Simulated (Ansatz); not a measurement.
# C10: the cost of one run

Computed with Ansatz 0.2.0 (DFT unrestricted B3LYP, Gaussian basis 6-31g*, and further levels as typed in the inputs, unless a step's input says otherwise).

### 1 The starting structure

Bond lengths: C1–C2 1.298 Å, C2–C3 1.294 Å, C3–C4 1.277 Å, C4–C5 1.284 Å, C5–C6 1.278 Å, C6–C7 1.284 Å, C7–C8 1.277 Å, C8–C9 1.294 Å, C9–C10 1.298 Å. Angles: C1–C2–C3 180.0°, C2–C3–C4 180.0°, C3–C4–C5 180.0°, C4–C5–C6 180.0°, C5–C6–C7 180.0°, C6–C7–C8 180.0°, C7–C8–C9 180.0°, C8–C9–C10 180.0°.

As a file:

```xyz
10

C     0.0000    0.0000   -5.7920
C     0.0000    0.0000   -4.4937
C     0.0000    0.0000   -3.1999
C     0.0000    0.0000   -1.9234
C     0.0000    0.0000   -0.6390
C     0.0000    0.0000    0.6390
C     0.0000    0.0000    1.9234
C     0.0000    0.0000    3.1999
C     0.0000    0.0000    4.4937
C     0.0000    0.0000    5.7920
```

### 2 Harmonic vibrations: C10

It takes the final geometry of an earlier run.

The input, input.yaml:

```yaml
crystal:
  periodic: [false, false, false]
  atoms:
    - { symbol: C, position_ang: [0.0, 0.0, -5.79199103] }
    - { symbol: C, position_ang: [0.0, 0.0, -4.49372615] }
    - { symbol: C, position_ang: [0.0, 0.0, -3.19993441] }
    - { symbol: C, position_ang: [0.0, 0.0, -1.92338793] }
    - { symbol: C, position_ang: [0.0, 0.0, -0.63895312] }
    - { symbol: C, position_ang: [0.0, 0.0, 0.63895313] }
    - { symbol: C, position_ang: [0.0, 0.0, 1.92338794] }
    - { symbol: C, position_ang: [0.0, 0.0, 3.19993441] }
    - { symbol: C, position_ang: [0.0, 0.0, 4.49372615] }
    - { symbol: C, position_ang: [0.0, 0.0, 5.79199103] }
magnetization:
  spin_polarized: true
  initial_magnetization: 2
basis:
  gaussian: { orbitals: "6-31g*" }
hamiltonian:
  xc: { name: B3LYP }
phonons: {}
```

Launch:

```sh
> ansatz run input.yaml --threads 8 --pin off --max-ram 16384MiB --backend cpu --events-out ev --progress --plain --runs-dir out
```

What time and memory should one allow on 8 threads of Arm Neoverse V1, shared host?

About 61 s, with a peak of 0.6 GiB.
